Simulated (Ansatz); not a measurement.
# CH6GeOS, SMILES SC[O][GeH3]: a rigid scan of one bond length

Computed with Ansatz 0.2.0, Python API.

Interactive session:
```pycon
>>> import ansatz as az
>>> import numpy as np
>>> GEOMETRY = """
... S     0.71670    1.23490   -1.55780
... C     1.10840    0.08610   -0.26440
... O     0.11590   -0.93280   -0.18910
... Ge   -1.13730   -0.36300    0.86580
... H     0.66930    0.28240   -2.58820
... H     1.28260    0.63170    0.70140
... H     2.10800   -0.37060   -0.54020
... H    -2.25570   -1.46340    0.92950
... H    -0.68590   -0.07190    2.34360
... H    -1.83870    0.91540    0.30220
... """
>>> system = az.Crystal.molecule()
>>> for line in GEOMETRY.strip().splitlines():
...     symbol, *xyz = line.split()
...     system = system.atom(symbol, [float(v) for v in xyz])
...
>>> symbols = [site.symbol for site in system.cartesian_sites]
>>> start = np.array([site.position_ang for site in system.cartesian_sites])
>>> axis = (start[2] - start[1]) / np.linalg.norm(start[2] - start[1])
>>> moving = [2, 3, 7, 8, 9]
>>> lengths, energies = [1.21, 1.31, 1.42, 1.57, 1.78, 2.14, 2.56, 3.13], []
>>> for length in lengths:
...     xyz = start.copy()
...     xyz[moving] += (length - np.linalg.norm(start[2] - start[1])) * axis
...     point = az.Crystal.molecule()
...     for symbol, place in zip(symbols, xyz):
...         point = point.atom(symbol, place.tolist())
...     job = point.calculation()
...     job = job.basis(gaussian="def2-SVP")
...     job = job.functional("pbe")
...     job = job.spin("collinear")
...     report = job.run().report
...     energies.append(report["free_energy_ev"])
...     print(f"r = {length:6.3f} A  E = {energies[-1]:.5f} eV  <S^2> = {abs(report['mean_field']['state']['spin_squared']):.3f}")
...
r =  1.210 A  E = -70503.70354 eV  <S^2> = 0.000
r =  1.310 A  E = -70504.59374 eV  <S^2> = 0.000
r =  1.420 A  E = -70504.87964 eV  <S^2> = 0.000
r =  1.570 A  E = -70504.68671 eV  <S^2> = 0.000
r =  1.780 A  E = -70504.01105 eV  <S^2> = 0.000
r =  2.140 A  E = -70502.79949 eV  <S^2> = 0.000
r =  2.560 A  E = -70501.77749 eV  <S^2> = 0.142
r =  3.130 A  E = -70501.21876 eV  <S^2> = 0.671
>>> print("energy above the lowest point (eV):", [round(e - min(energies), 3) for e in energies])
energy above the lowest point (eV): [1.176, 0.286, 0.0, 0.193, 0.869, 2.08, 3.102, 3.661]
```

Caveats:
- Total energies depend on the basis set; only differences at equal settings carry meaning.
- The rest of the molecule is held rigid at a force-field or estimated start geometry, and the basis set is modest; single-reference methods fail as a bond breaks.
- The expectation value of S² is noticeably off S(S+1) in at least one run, so that state is spin-contaminated.
- Finished in 36 s on 1 thread of AMD EPYC 9R45 96-Core Processor (Zen 5), with other jobs on the host, peak memory 0.33 GiB.

(Lines on the test bed's own set-up are left out of the output.)
